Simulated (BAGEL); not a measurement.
# C2H4NSi− (SMILES C#C[SiH-]N): PBE0/cc-pVDZ (density fitting with qzvpp-jkfit)

What is the energy change on altering one bond length of C2H4NSi− at PBE0/cc-pVDZ (density fitting with qzvpp-jkfit)? 

Program for the calculation: BAGEL 1.2.2.

## (1) The molecule

The species is C2H4NSi− (8 atoms), meant as a singlet with charge -1. As SMILES, `C#C[SiH-]N`. The shape is that of a GFN2-xTB optimisation. This is one conformer, not always the lowest.

Bond lengths: C1–C2 1.211 Å, C2–Si3 1.874 Å, Si3–N4 1.793 Å, C1–H5 1.062 Å, Si3–H6 1.518 Å, N4–H7 1.014 Å, N4–H8 1.020 Å. Angles: C1–C2–Si3 163.3°, C2–Si3–N4 105.2°, C2–C1–H5 176.3°, C2–Si3–H6 99.0°, N4–Si3–H6 98.3°, Si3–N4–H7 111.6°, Si3–N4–H8 115.0°, H7–N4–H8 106.5°.

## (2) A single-point energy at PBE0/cc-pVDZ (density fitting with qzvpp-jkfit)

Input file dft.json:

```json
{ "bagel": [

{
  "title": "molecule",
  "basis": "cc-pvdz.json",
  "df_basis": "qzvpp-jkfit",
  "angstrom": true,
  "geometry": [
    { "atom": "C", "xyz": [       0.279050,       1.853940,      -1.189400 ] },
    { "atom": "C", "xyz": [       0.177520,       1.083400,      -0.260710 ] },
    { "atom": "Si", "xyz": [       0.551220,      -0.169920,       1.081360 ] },
    { "atom": "N", "xyz": [      -0.100430,      -1.724230,       0.469350 ] },
    { "atom": "H", "xyz": [       0.301890,       2.546050,      -1.994630 ] },
    { "atom": "H", "xyz": [      -0.569410,       0.172850,       2.046120 ] },
    { "atom": "H", "xyz": [       0.434460,      -2.067110,      -0.320570 ] },
    { "atom": "H", "xyz": [      -1.074300,      -1.694990,       0.168480 ] }
  ]
},

{ "title": "ks", "xc_func": "pbe0", "charge": -1 },

{ "title": "print", "file": "orbitals.molden", "orbitals": true }

]}
```

The basis set cc-pVDZ is read from a file made from the Basis Set Exchange's data (not shown).

Launch:

```console
$ BAGEL_NUM_THREADS=1 BAGEL dft.json > dft.out
```

The log of the run:

```text
* using 1 threads per process

  ===============================================================
  ===============================================================

  *** Geometry ***

  { "atom" : "C", "xyz" : [      0.527328,      3.503439,     -2.247640 ] },
  { "atom" : "C", "xyz" : [      0.335464,      2.047329,     -0.492670 ] },
  { "atom" : "Si", "xyz" : [      1.041655,     -0.321102,      2.043474 ] },
  { "atom" : "N", "xyz" : [     -0.189785,     -3.258322,      0.886943 ] },
  { "atom" : "H", "xyz" : [      0.570489,      4.811337,     -3.769304 ] },
  { "atom" : "H", "xyz" : [     -1.076029,      0.326639,      3.866606 ] },
  { "atom" : "H", "xyz" : [      0.821010,     -3.906272,     -0.605790 ] },
  { "atom" : "H", "xyz" : [     -2.030133,     -3.203067,      0.318381 ] },

  Number of auxiliary basis functions:      427

  Since a DF basis is specified, we compute 2- and 3-index integrals:
    o Being stored without compression. Storage requirement is 0.022 GB

  Number of basis functions:       80
  Number of electrons      :       37

    * METHOD: MOLECULE                             0.18

  *** Kohn-Sham DFT ***

    * Removing 13510 points whose weight is below 1.00e-10
    * Grid points: 105738

  === Nuclear Repulsion ===
   129.6474828698

       - DIIS with orbital gradients will be used.

  === KS iteration (pbe0 / cc-pvdz.json) ===
      0       -397.44774757          0.09146486           0.30
      1       -355.82538975          0.17291315           0.29
      2       -370.60147586          0.19865621           0.29
      3       -405.70173735          0.12465366           0.29
      4       -403.54325638          0.13268534           0.28
      5       -421.65261844          0.04029386           0.29
      6       -422.27506027          0.02194123           0.29
      7       -422.50738863          0.00516177           0.29
      8       -422.51822358          0.00357609           0.29
      9       -422.52443751          0.00065259           0.29
     10       -422.52461950          0.00007715           0.29
     11       -422.52462364          0.00002550           0.28
     12       -422.52462401          0.00001370           0.29
     13       -422.52462410          0.00000706           0.29
     14       -422.52462412          0.00000249           0.29
     15       -422.52462412          0.00000210           0.28
     16       -422.52462413          0.00000069           0.29
     17       -422.52462413          0.00000014           0.28
     18       -422.52462413          0.00000005           0.28
     19       -422.52462413          0.00000005           0.29
     20       -422.52462413          0.00000001           0.29
     21       -422.52462413          0.00000000           0.28
    * SCF iteration converged.

    * Permanent dipole moment:
           (    0.630214,     0.117772,     1.280747) a.u.

    * METHOD: KS                                   6.90

    * METHOD: PRINT                                0.02

  ===============================================================
```

Run time: 7.5 s. Hardware: 1 thread of Arm Neoverse V1, shared host; peak memory 0.4 GiB.

## (3) The distorted shape

Input file input.json:

```json
{ "bagel" : [

{
  "title" : "molecule",
  "basis" : "cc-pvdz.json",
  "df_basis" : "qzvpp-jkfit",
  "angstrom" : true,
  "geometry" : [
    { "atom" : "C", "xyz" : [       0.766024,       1.839319,      -1.038953 ] },
    { "atom" : "C", "xyz" : [       0.664494,       1.068779,      -0.110263 ] },
    { "atom" : "Si", "xyz" : [       1.038194,      -0.184541,       1.231807 ] },
    { "atom" : "N", "xyz" : [       0.386544,      -1.738851,       0.619797 ] },
    { "atom" : "H", "xyz" : [       0.788864,       2.531429,      -1.844183 ] },
    { "atom" : "H", "xyz" : [      -0.082436,       0.158229,       2.196567 ] },
    { "atom" : "H", "xyz" : [       0.921434,      -2.081731,      -0.170123 ] },
    { "atom" : "H", "xyz" : [      -1.074300,      -1.694990,       0.168480 ] }
  ]
},

{
  "title" : "ks",
  "xc_func" : "pbe0",
  "charge" : -1
},

{
  "title" : "print",
  "file" : "orbitals.molden",
  "orbitals" : true
}

]}
```

The basis set cc-pVDZ is read from a file made from the Basis Set Exchange's data (not shown).

Launch:

```console
$ BAGEL_NUM_THREADS=1 BAGEL input.json > input.out
```

The log of the run:

```text
* using 1 threads per process

  ===============================================================
  ===============================================================

  *** Geometry ***

  { "atom" : "C", "xyz" : [      1.447576,      3.475809,     -1.963337 ] },
  { "atom" : "C", "xyz" : [      1.255712,      2.019700,     -0.208367 ] },
  { "atom" : "Si", "xyz" : [      1.961902,     -0.348732,      2.327778 ] },
  { "atom" : "N", "xyz" : [      0.730462,     -3.285952,      1.171247 ] },
  { "atom" : "H", "xyz" : [      1.490737,      4.783708,     -3.485001 ] },
  { "atom" : "H", "xyz" : [     -0.155781,      0.299009,      4.150910 ] },
  { "atom" : "H", "xyz" : [      1.741258,     -3.933901,     -0.321486 ] },
  { "atom" : "H", "xyz" : [     -2.030133,     -3.203067,      0.318381 ] },

  Number of auxiliary basis functions:      427

  Since a DF basis is specified, we compute 2- and 3-index integrals:
    o Being stored without compression. Storage requirement is 0.022 GB

  Number of basis functions:       80
  Number of electrons      :       37

    * METHOD: MOLECULE                             0.18

  *** Kohn-Sham DFT ***

    * Removing 12947 points whose weight is below 1.00e-10
    * Grid points: 106301

  === Nuclear Repulsion ===
   127.8284290650

       - DIIS with orbital gradients will be used.

  === KS iteration (pbe0 / cc-pvdz.json) ===
      0       -397.69751951          0.10043641           0.30
      1       -377.20224305          0.16875408           0.28
      2       -387.93327272          0.13358662           0.29
      3       -393.85172340          0.17830656           0.29
      4       -418.23253243          0.06157557           0.29
      5       -420.89853529          0.04985981           0.28
      6       -422.22976726          0.01986576           0.28
      7       -422.33600065          0.01437411           0.29
      8       -422.40902300          0.00873021           0.29
      9       -422.43610328          0.00551918           0.29
     10       -422.45003394          0.00151970           0.29
     11       -422.45103167          0.00042240           0.29
     12       -422.45111742          0.00003691           0.29
     13       -422.45111753          0.00003908           0.29
     14       -422.45111825          0.00001763           0.29
     15       -422.45111841          0.00000353           0.29
     16       -422.45111841          0.00000085           0.29
     17       -422.45111841          0.00000128           0.29
     18       -422.45111841          0.00000026           0.29
     19       -422.45111841          0.00000011           0.29
     20       -422.45111841          0.00000002           0.29
     21       -422.45111841          0.00000002           0.29
     22       -422.45111841          0.00000000           0.29
    * SCF iteration converged.

    * Permanent dipole moment:
           (    0.125800,    -0.385725,     1.076870) a.u.

    * METHOD: KS                                   7.22

    * METHOD: PRINT                                0.02

  ===============================================================
```

It took 7.8 s on 1 thread of Arm Neoverse V1, shared host; peak memory 0.4 GiB.

## (4) Outcome

Level: PBE0/cc-pVDZ (density fitting with qzvpp-jkfit).

```
                                                              quantity          value
                                             first shape: total energy  -422.52462 Eh
                                              first shape: HOMO energy        0.66 eV
                                              first shape: LUMO energy        5.56 eV
    first shape: HOMO–LUMO gap (to an unbound level, set by the basis)        4.89 eV
                                         distorted shape: total energy  -422.45112 Eh
                                          distorted shape: HOMO energy        0.25 eV
                                          distorted shape: LUMO energy        4.13 eV
distorted shape: HOMO–LUMO gap (to an unbound level, set by the basis)        3.88 eV
     energy change with the N4–H8 bond stretched from 1.020 to 1.530 Å       2.000 eV
```

**Reading.** With the N4–H8 bond stretched from 1.020 to 1.530 Å the energy rises by 2.00 eV (193 kJ/mol). The first shape isn't relaxed at this level, so the change isn't measured from a minimum. The HOMO (first shape) lies at positive energy, 0.66 eV, from the functional's self-interaction, a short basis or an electron that isn't bound; only total energies against the neutral tell. The HOMO (distorted shape) lies at positive energy, 0.25 eV, from the functional's self-interaction, a short basis or an electron that isn't bound; only total energies against the neutral tell.
